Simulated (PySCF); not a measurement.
**GaOOH: structure of the singlet**

The task is one start of a wider search on GaOOH: the singlet, from a linear start. It is relaxed, tested by its Hessian and followed downhill if it is a saddle.

Method: PBE0, basis Ga def2-TZVP, O def2-TZVP, H def2-TZVP, no relativity, density fitting; program: PySCF 2.14.0.

**1. The system as given**

4 atoms, charge 0, spin multiplicity 1.

Bond lengths: Ga1–O2 1.740 Å, Ga1–O3 1.870 Å, O3–H4 0.960 Å. Angles: O2–Ga1–O3 180.0°, Ga1–O3–H4 130.0°.

```xyz
4
charge 0 multiplicity 1
Ga    0.0000    0.0000    0.0000
O     0.0000    0.0000    1.7400
O     0.0000    0.0000   -1.8700
H     0.7354    0.0000   -2.4871
```

**2. First SCF at the start**

The steps below are one call of a driver around PySCF. For each, scf.py gives the equivalent set-up of the SCF; relaxations use the driver's own optimiser. After this first run the driver tries any further starts and a stability analysis.

scf.py reads:

```python
from pyscf import gto, scf, dft
mol = gto.M(atom='''
Ga     0.000000     0.000000     0.000000
O      0.000000     0.000000     1.740000
O      0.000000     0.000000    -1.870000
H      0.735400     0.000000    -2.487100''',
    basis={'Ga': 'def2-TZVP', 'O': 'def2-TZVP', 'H': 'def2-TZVP'},
    charge=0, spin=0)
mf = dft.RKS(mol, xc='PBE0')
mf.grids.atom_grid = (50, 194)
aux = {'Ga': 'def2-universal-JKFIT', 'O': 'def2-universal-JKFIT', 'H': 'def2-universal-JKFIT'}
mf = mf.density_fit(auxbasis=aux)
mf.conv_tol = 1e-08
mf.diis_space = 10
mf.max_cycle = 60
mf.init_guess = 'minao'
mf.verbose = 4
mf.kernel()
```

Launch:

```bash
$ OMP_NUM_THREADS=4 python axn.py task.json out
```

After this run come: Relaxing the singlet from the linear start; Hessian and properties.

Before running it: what results should come out? Wanted: minimum; geometry; wavenumbers; dipole moment; highest occupied, lowest empty level; polar-tensor charge of Ga1; zero-point energy; atomisation energy.

**Answer**, as computed:

```
                                 quantity                                                                  value
                                  minimum                                                            singlet, Cs
                                 geometry  Ga–O 1.643 Å, Ga–O 1.747 Å, O–H 0.961 Å; Ga–O–H 115.2°, O–Ga–O 176.5°
                       wavenumbers (cm⁻¹)           183 (a'), 190 (a''), 707 (a'), 831 (a'), 975 (a'), 3887 (a')
                            dipole moment                                                                 4.41 D
     highest occupied, lowest empty level                                                        -7.81, -2.08 eV
               polar-tensor charge of Ga1                                                                +1.06 e
                        zero-point energy                                                            40.5 kJ/mol
                      entropy at 298.15 K                                                        273.0 J/(mol K)
atomisation energy (no zero-point energy)                                                            1206 kJ/mol
```

In words: The molecule stays Cs, as typed, and the end point is a minimum. In the infrared the band at 3887 cm⁻¹ (a') leads. Other starts or spin states, not run here, may lie lower.
